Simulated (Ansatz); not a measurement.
# C2H6SSe, SMILES C[Se]CS: a rigid scan of one bond length

Program: the Ansatz DFT code, driven from Python.

`scan_c2h6sse.py`
```python
'''Stretching a bond of C2H6SSe, the rest held rigid.'''

import ansatz as az
import numpy as np

GEOMETRY = '''
C    -1.29500    0.73340   -0.55780
Se   -0.21540    0.90370    1.01110
C     0.59980   -0.82010    0.66860
S     1.93310   -0.66530   -0.65410
H    -1.98970   -0.12650   -0.51620
H    -1.98300    1.69830   -0.63430
H    -0.68940    0.71650   -1.47830
H     1.18090   -1.13970    1.60270
H    -0.12810   -1.55910    0.44680
H     2.66990    0.20780    0.11440
'''


def main() -> None:
    geometry = az.Crystal.molecule()
    for line in GEOMETRY.strip().splitlines():
        symbol, *xyz = line.split()
        geometry = geometry.atom(symbol, [float(v) for v in xyz])

    symbols = [site.symbol for site in geometry.cartesian_sites]
    start = np.array([site.position_ang for site in geometry.cartesian_sites])
    axis = (start[7] - start[2]) / np.linalg.norm(start[7] - start[2])
    moving = [7]
    lengths, energies = [1.008, 1.054, 1.1, 1.146, 1.191, 1.237, 1.283, 1.352], []
    for length in lengths:
        xyz = start.copy()
        xyz[moving] += (length - np.linalg.norm(start[7] - start[2])) * axis
        point = az.Crystal.molecule()
        for symbol, place in zip(symbols, xyz):
            point = point.atom(symbol, place.tolist())
        base = (
            point.calculation()
            .basis(gaussian='def2-SVP')
            .functional('pbe')
        )
        r = base.run().report
        energies.append(r['free_energy_ev'])
        print(f'r = {length:6.3f} A  E = {energies[-1]:.5f} eV  <S^2> = {abs(r["mean_field"]["state"]["spin_squared"]):.3f}')

    # quartic fit about the minimum
    fit = np.polynomial.Polynomial.fit(lengths, np.array(energies) - min(energies), 4).convert()
    roots = [r.real for r in fit.deriv().roots() if abs(r.imag) < 1e-9 and fit.deriv(2)(r.real) > 0]
    r_e = min(roots, key=lambda r: abs(r - lengths[int(np.argmin(energies))]))
    print(f'minimum of the fit at {r_e:.4f} A, force constant {fit.deriv(2)(r_e):.2f} eV/A^2')


if __name__ == '__main__':
    main()
```

```console
$ python scan_c2h6sse.py
r =  1.008 A  E = -78325.66170 eV  <S^2> = 0.000
r =  1.054 A  E = -78325.80230 eV  <S^2> = 0.000
r =  1.100 A  E = -78325.85082 eV  <S^2> = 0.000
r =  1.146 A  E = -78325.82879 eV  <S^2> = 0.000
r =  1.191 A  E = -78325.75534 eV  <S^2> = 0.000
r =  1.237 A  E = -78325.64042 eV  <S^2> = 0.000
r =  1.283 A  E = -78325.49580 eV  <S^2> = 0.000
r =  1.352 A  E = -78325.24103 eV  <S^2> = 0.000
minimum of the fit at 1.1069 A, force constant 32.12 eV/A^2
```

Reading the output:
- Total energies depend on the basis set; only differences at equal settings carry meaning.
- The rest of the molecule is held rigid at a force-field or estimated start geometry, and the basis set is modest; single-reference methods fail as a bond breaks.
- The orbitals are restricted, so S² is zero by construction.
- Wall time of the script: 23 s on 1 thread of Arm Neoverse V1, with other jobs on the host, peak memory 0.22 GiB.
